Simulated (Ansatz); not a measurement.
Crystal: PtSe.

```
Pt Se
1.0
     3.70187    0.00000    0.00000
    -1.85094    3.20591    0.00000
     0.00000    0.00000    3.61284
Pt Se
1 1
Direct
  0.00000 0.00000 0.00000
  0.66667 0.33333 0.50000
```

The cell comes from a database or a generator and needn't be the stable form of this composition.

Base run:

- Program: Ansatz 0.2.0
- Functional: PBE
- Potentials or basis: Ansatz PAW
- Cutoff: 420 eV
- Density cutoff: 1680 eV
- k mesh: 8 × 8 × 7
- Occupations: fermi-dirac, width 0.05 eV
- Spin: no spin polarisation
- Hubbard terms: Pt d U = 3 eV

Its results: band gap on the k mesh none (metal or under the smearing width); pressure -11.2 GPa.

Q: The run is repeated on the same cell with these changes: hubbard terms from Pt d U = 3 eV to Pt d U = 5 eV. What comes out?

A: Band gap on the k mesh none (metal or under the smearing width); pressure -10.8 GPa.

Caveats: U without spin polarisation on a metal has little footing.

Not every run made on this cell is shown here.
